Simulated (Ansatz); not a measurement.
# LaAl2Pt3: the cost of one run

All numbers below are computed with Ansatz 0.2.0 (DFT PBEsol, scalar-relativistic, plane waves, PAW).

## 1. The starting structure

The cell holds 18 atoms (Al5FeLa3Pt9): a = 6.849 Å, b = 6.849 Å, c = 6.849 Å, α = 89.79°, β = 89.79°, γ = 89.79°.

As a file:

```cif
data_structure
_symmetry_space_group_name_H-M 'P 1'
_symmetry_Int_Tables_number 1
_cell_length_a 6.8489
_cell_length_b 6.8489
_cell_length_c 6.8489
_cell_angle_alpha 89.792
_cell_angle_beta 89.792
_cell_angle_gamma 89.792
_cell_volume 321.25
loop_
_atom_site_label
_atom_site_type_symbol
_atom_site_fract_x
_atom_site_fract_y
_atom_site_fract_z
_atom_site_occupancy
Fe1 Fe 0.00029 0.33466 0.66910 1
Al1 Al 0.33333 0.66667 0.00000 1
Al2 Al 0.66667 0.00000 0.33333 1
Al3 Al 0.66667 0.33333 0.00000 1
Al4 Al 0.00000 0.66667 0.33333 1
Al5 Al 0.33333 0.00000 0.66667 1
La1 La 0.66667 0.66667 0.66667 1
La2 La 0.00000 0.00000 0.00000 1
La3 La 0.33333 0.33333 0.33333 1
Pt1 Pt 0.99871 0.50091 0.00339 1
Pt2 Pt 0.33333 0.83333 0.33333 1
Pt3 Pt 0.66841 0.17016 0.65970 1
Pt4 Pt 0.66667 0.66667 0.16667 1
Pt5 Pt 0.99817 0.99221 0.49751 1
Pt6 Pt 0.32986 0.33382 0.82960 1
Pt7 Pt 0.83672 0.33778 0.32816 1
Pt8 Pt 0.17411 0.66519 0.66873 1
Pt9 Pt 0.50000 0.00000 0.00000 1
```

The host was relaxed before at PBEsol: a = 5.582 Å, b = 5.582 Å, c = 3.969 Å, α = 90.00°, β = 90.00°, γ = 120.00° (conventional cell), 17.847 Å³/atom.

Places, in fractions of the supercell: Fe in place of Al at (1.000, 0.333, 0.667). Its neighbours start displaced at random, with a spread of 0.03 Å in each coordinate.

## 2. The perfect crystal in the supercell of 18 atoms

The input, input.yaml:

```yaml
crystal:
  lattice:
    - [-2.7909528837, -4.8340721961, 3.9685143096]
    - [5.5819057674, 0.0, 3.9685143096]
    - [-2.7909528837, 4.8340721961, 3.9685143096]
  atoms:
    - { symbol: Al, position: [1.0, 0.3333333333, 0.6666666667] }
    - { symbol: Al, position: [0.3333333333, 0.6666666667, 0.0] }
    - { symbol: Al, position: [0.6666666667, 1.0, 0.3333333333] }
    - { symbol: Al, position: [0.6666666667, 0.3333333333, 1.0] }
    - { symbol: Al, position: [1.0, 0.6666666667, 0.3333333333] }
    - { symbol: Al, position: [0.3333333333, 0.0, 0.6666666667] }
    - { symbol: La, position: [0.6666666667, 0.6666666667, 0.6666666667] }
    - { symbol: La, position: [1.0, 0.0, 0.0] }
    - { symbol: La, position: [0.3333333333, 0.3333333333, 0.3333333333] }
    - { symbol: Pt, position: [1.0, 0.5, 1.0] }
    - { symbol: Pt, position: [0.3333333333, 0.8333333333, 0.3333333333] }
    - { symbol: Pt, position: [0.6666666667, 0.1666666667, 0.6666666667] }
    - { symbol: Pt, position: [0.6666666667, 0.6666666667, 0.1666666667] }
    - { symbol: Pt, position: [1.0, 0.0, 0.5] }
    - { symbol: Pt, position: [0.3333333333, 0.3333333333, 0.8333333333] }
    - { symbol: Pt, position: [0.8333333333, 0.3333333333, 0.3333333333] }
    - { symbol: Pt, position: [0.1666666667, 0.6666666667, 0.6666666667] }
    - { symbol: Pt, position: [0.5, 0.0, 1.0] }
basis:
  ecutwfc: 420
  xc_grid: 2
kpoints:
  mp_grid: { grid: [3, 3, 3], shift: [0.0, 0.0, 0.0] }
hamiltonian:
  xc: pbesol
scf:
  occupations: { method: gaussian, width: 0.05 }
output:
  forces: true
  stress: true
  eigenvalues: true
  write_density: true
  write_potential: true
  elf: true
  volumetric_format: npy
```

Command:

```sh
> ansatz run input.yaml --threads 8 --pin off --max-ram 14336MiB --backend cpu --events-out ev --progress --plain --runs-dir out
```

Q: Estimate wall time and peak memory on 8 threads of Arm Neoverse V1, shared host.

About 3.9 s, with a peak of 1.3 GiB.
